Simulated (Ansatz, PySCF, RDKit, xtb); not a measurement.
# CH7SbSi: ranking a sample of isomers

Which of a sample of isomers of CH7SbSi is the most stable in the gas at 298.15 K, and what are its properties? The sample is small against all isomers, and the most stable one of this formula need not be in it.

Plan: many cheap relaxations first (GFN2-xTB), then density-functional screening, relaxation at PBE0-D4/def2-SVP, vibrations and a final energy. The numbers are computed, not measured.

3 further runs of the same task are left out: 3 set aside as unsound or not needed.

### Step 1. Candidates

Isomers were drawn by moving bonds and hydrogen atoms under normal valences; this is a sample, not all of them. O–O, O–halogen and N–halogen bonds and N–N–N chains are not drawn. That gives 3 candidates.

| label | SMILES | spin |
| --- | --- | --- |
| c541 | [SiH3][CH2][SbH2] | singlet |
| c703 | [CH3][SbH][SiH3] | singlet |
| c875 | C[SiH2][SbH2] | singlet |

Candidates are built by distance geometry, with a force field where one applies, in up to four conformers (letters a to d).

**Question.** With final energies at CCSD(T)/def2-SVP + MP2/def2-TZVPP - MP2/def2-SVP, which structure will this search put lowest in free energy, and by what margin?

| quantity | value |
| --- | --- |
| lowest structure found | C[SiH2][SbH2], singlet, Cs |
| next finalist | [CH3][SbH][SiH3], singlet, 5.4 kcal/mol higher in G |
| share at equilibrium, among the finalists | 100.0 % |
| harmonic wavenumbers, lowest and highest (PBE0-D4/def2-SVP) | 103 and 3174 cm⁻¹ |
| rotational constants, same geometry | 0.4275, 0.0556, 0.05147 cm⁻¹ |
| dipole moment (PBE0/def2-TZVPD) | 0.77 D |
| HOMO energy (PBE0/def2-TZVPD) | -7.03 eV |
| LUMO energy (PBE0/def2-TZVPD) | -0.35 eV |
| HOMO–LUMO gap (PBE0/def2-TZVPD) | 6.67 eV |
| lowest excitation (TD-CAM-B3LYP/def2-SVPD) | 5.62 eV (f = 0.018) |
| strongest of the states computed, same level | 6.24 eV (f = 0.345) |
| lowest triplet excitation, same level, Tamm-Dancoff | 4.78 eV |
| vertical ionisation energy | 8.93 eV |
| vertical electron affinity | -0.89 eV (unbound: the value depends on the basis) |
| vertical triplet less singlet | +4.65 eV |

The lowest structure found is `C[SiH2][SbH2]`. The margin of 5.4 kcal/mol over the next finalist is beyond the usual error of the last level; it says nothing of structures that weren't ranked. HF/STO-3G, r2SCAN-D4/def2-SVP, PBE0-D4/def2-SVP, HF/def2-SVP and MP2/def2-SVP already put its bonding pattern lowest among the structures in one piece; GFN2-xTB favours the singlet [CH3][SbH][SiH3]. Spin-orbit coupling, which matters for elements this heavy, is left out. The search is not exhaustive (a finite list of starts, one conformer a finalist), so a lower isomer can't be ruled out. Only 3 drawn patterns were tried, so whole families of isomers are missing, and the result ranks this sample alone. The lowest isomer need not be the one that is made and kept in a bottle, which depends on barriers.
